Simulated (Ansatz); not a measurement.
## CH4BNSeSi, SMILES [SiH3]C1=NB1[SeH]: energies of removing a hydrogen, step by step

With Ansatz 0.2.0 through its Python package.

Run as a notebook:

**Cell 1**
```python
import ansatz as az
```

**Cell 2**
```python
BASIS_SET = "6-31G*"
FUNCTIONAL = "CAM-B3LYP"
```

**Cell 3**
```python
def single_point(molecule, charge=0, unpaired=0):
    calc = (
        molecule.calculation()
        .basis(gaussian=BASIS_SET)
        .functional(FUNCTIONAL)
    )
    if charge:
        calc = calc.charge(charge)
    if unpaired:
        calc = calc.spin("collinear", total=unpaired)
    report = calc.run(threads=1).report
    if report["published_state_doubts"]:
        print("  doubts:", report["published_state_doubts"])
    return report["free_energy_ev"]
```

**Cell 4**
```python
def without(molecule, index):
    rest = az.Crystal.molecule()
    for i, site in enumerate(molecule.cartesian_sites):
        if i != index:
            rest = rest.atom(site.symbol, site.position_ang)
    return rest
```

**Cell 5**
```python
ch4bnsesi = (
    az.Crystal.molecule()
    .atom("Si", [-0.7008, -1.307, -0.9365])
    .atom("C", [0.5429, -0.2346, -0.1444])
    .atom("N", [1.8073, -0.0673, 0.2323])
    .atom("B", [0.9947, 1.0244, 0.4991])
    .atom("Se", [0.4997, 2.8401, 1.194])
    .atom("H", [-2.0596, -0.9268, -0.3636])
    .atom("H", [-0.4199, -2.6824, -0.7281])
    .atom("H", [-0.7347, -0.9602, -2.3972])
    .atom("H", [0.1589, 2.2675, 2.6273])
)
```

**Cell 6**
```python
whole = single_point(ch4bnsesi, 0)
hydrogen = single_point(az.Crystal.molecule().atom("H", (0, 0, 0)), 0, 1)
print(f"E(molecule) = {whole:.5f} eV, E(H) = {hydrogen:.5f} eV")
for index in [7, 8]:
    radical = single_point(without(ch4bnsesi, index), 0, 1)
    print(f"H{index}: homolysis {96.485332 * (radical + hydrogen - whole):.1f} kJ/mol")
    anion = single_point(without(ch4bnsesi, index), -1)
    print(f"H{index}: loss of a proton {96.485332 * (anion - whole):.1f} kJ/mol")
```
Output:
```text
E(molecule) = -76487.21568 eV, E(H) = -13.51936 eV
H7: homolysis 387.2 kJ/mol
H7: loss of a proton 1516.2 kJ/mol
H8: homolysis 275.8 kJ/mol
H8: loss of a proton 1372.0 kJ/mol
```

Notes:
- Total energies depend on the basis set; only differences at equal settings carry meaning.
- The geometry is a force-field or estimated start, not a minimum of this method, and the basis set is short of its limit. All parts are taken at fixed geometry, without zero-point energy.
- The spin-orbit lowering of heavy atoms is left out.
- Anions want diffuse functions, which this basis lacks.
- It ran for 33 s on 1 thread of Intel(R) Xeon(R) Platinum 8488C (Sapphire Rapids), with other jobs on the host, peak memory 0.46 GiB.
